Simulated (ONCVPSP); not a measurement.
# An ONCV potential for gold, from input to tests

Task: generate the file, and judge it by its errors in other configurations, its logarithmic derivatives, its ghosts and its cutoff.

The numbers are computed with ONCVPSP 4.0.1 (PBE, scalar-relativistic, spin-unpolarised reference atom).

### 1 Starting point

Typed settings, in words:

```json
{
  "element": "gold (Au, Z = 79)",
  "type": "optimised norm-conserving Vanderbilt (ONCV)",
  "frozen core": "[Kr] 4d10",
  "valence charge": "33",
  "reference configuration": "4f14 5s2 5p6 5d10 6s1",
  "partial waves": "5s+6s: rc 1.30 bohr, ncon 4, nbas 8, qcut 7.4 1/bohr, 2 projectors; 5p: rc 1.25 bohr, ncon 4, nbas 7, qcut 7 1/bohr, 2 projectors, debl 2.9 Ha; 5d: rc 2.15 bohr, ncon 3, nbas 8, qcut 6 1/bohr, 2 projectors, debl 1.1 Ha; 4f: rc 1.00 bohr, ncon 3, nbas 8, qcut 18.1 1/bohr, 3 projectors, debl 1.5 Ha",
  "local potential": "polynomial inside 0.65 bohr (lpopt 5, dvloc0 1 Ha)",
  "core correction": "Teter function, fcfact 6, rcfact 1.3"
}
```

The nodes and maxima of the atom's own shells, from an earlier all-electron run, set the scale for the radii.

All-electron outer shells of the reference configuration (PBE, scalar-relativistic, ld1.x):

```csv
shell,level (eV),outermost node (bohr),outermost maximum (bohr)
4d,-325.90,0.20,0.41
5s,-108.37,0.48,0.84
4f,-81.12,–,0.37
5p,-59.78,0.52,0.96
5d,-6.88,0.56,1.21
6s,-5.76,1.11,2.32
6p,-0.77,1.32,3.64
```

### 2 The generation run

Au.dat reads:

```
# ATOM AND REFERENCE CONFIGURATION
# atsym  z   nc   nv     iexc    psfile
  Au 79.00    9    5        4      upf
#
#   n    l    f
    1    0    2.00
    2    0    2.00
    2    1    6.00
    3    0    2.00
    3    1    6.00
    3    2   10.00
    4    0    2.00
    4    1    6.00
    4    2   10.00
    4    3   14.00
    5    0    2.00
    5    1    6.00
    5    2   10.00
    6    0    1.00
#
# PSEUDOPOTENTIAL AND OPTIMIZATION
# lmax
    3
#
#   l,   rc,      ep,       ncon, nbas, qcut
    0    1.30    0.00    4    8    7.40
    1    1.25    0.00    4    7    7.00
    2    2.15    0.00    3    8    6.00
    3    1.00    0.00    3    8   18.10
#
# LOCAL POTENTIAL
# lloc, lpopt,  rc(5),   dvloc0
    4    5    0.65    1.00
#
# VANDERBILT-KLEINMAN-BYLANDER PROJECTORs
# l, nproj, debl
    0    2    1.60
    1    2    2.90
    2    2    1.10
    3    3    1.50
#
# MODEL CORE CHARGE
# icmod, fcfact, rcfact
    3    6.00    1.30
#
# LOG DERIVATIVE ANALYSIS
# epsh1, epsh2, depsh
   -5.00    5.00    0.04
#
# OUTPUT GRID
# rlmax, drl
    6.00    0.01
#
# TEST CONFIGURATIONS
# ncnf
    4
# nvcnf
#   n    l    f
    5
    4    3   14.00
    5    0    2.00
    5    1    6.00
    5    2   10.00
    6    0    0.00
#
    5
    4    3   14.00
    5    0    2.00
    5    1    6.00
    5    2    9.00
    6    0    0.00
#
    5
    4    3   14.00
    5    0    2.00
    5    1    6.00
    5    2    8.00
    6    0    0.00
#
    5
    4    3   14.00
    5    0    2.00
    5    1    6.00
    5    2    7.00
    6    0    0.00
#
```

Command:

```console
$ oncvpsp.x < Au.dat > Au.out
```

**Question.** What will these runs give? Wanted: cutoffs for 1 and 0.1 mHa per electron, occupied waves; bound ghosts; GHOST(+) flags; largest test error; largest phase difference near zero energy, channels read; rms error of d²Exc/dn², without and with the model core; projector energies reset by the program.

The runs gave:

| quantity | value |
| --- | --- |
| cutoffs for 1 and 0.1 mHa per electron, occupied waves | 138 Ha and 150 Ha |
| bound ghosts | s at -554.46 eV |
| GHOST(+) flags | p at -12 eV, d at 96 eV |
| largest test error (AE − PS) | +141 meV, for 4f14 5s2 5p6 5d7 6s0 |
| largest phase difference near zero energy, channels read | 0.000 rad |
| rms error of d²Exc/dn², without and with the model core | 5.07 and 1.83 mHa |
| projector energies reset by the program | f: -2.981, 0.250, 1.750 Ha |

**Reading.** It has a bound ghost (s), a state that the atom doesn't have, and that rules the file out. The worst unpolarised test, 4f14 5s2 5p6 5d7 6s0, is off by 141 meV on 112.2 eV; by total energies transferability rates as fair for so large an energy. That test lies far up in energy; among those under 40 eV, nearer to bonding, the largest error is 8.4 meV. The potential is very hard: the looser tolerance needs 138 Ha. At the looser tolerance the 4f wave is the slowest; 5p needs 78 Ha. Near zero energy the phases of the channels with partial waves agree within 0.001 rad. The program also flags highly localised states, GHOST(+) (p, d).
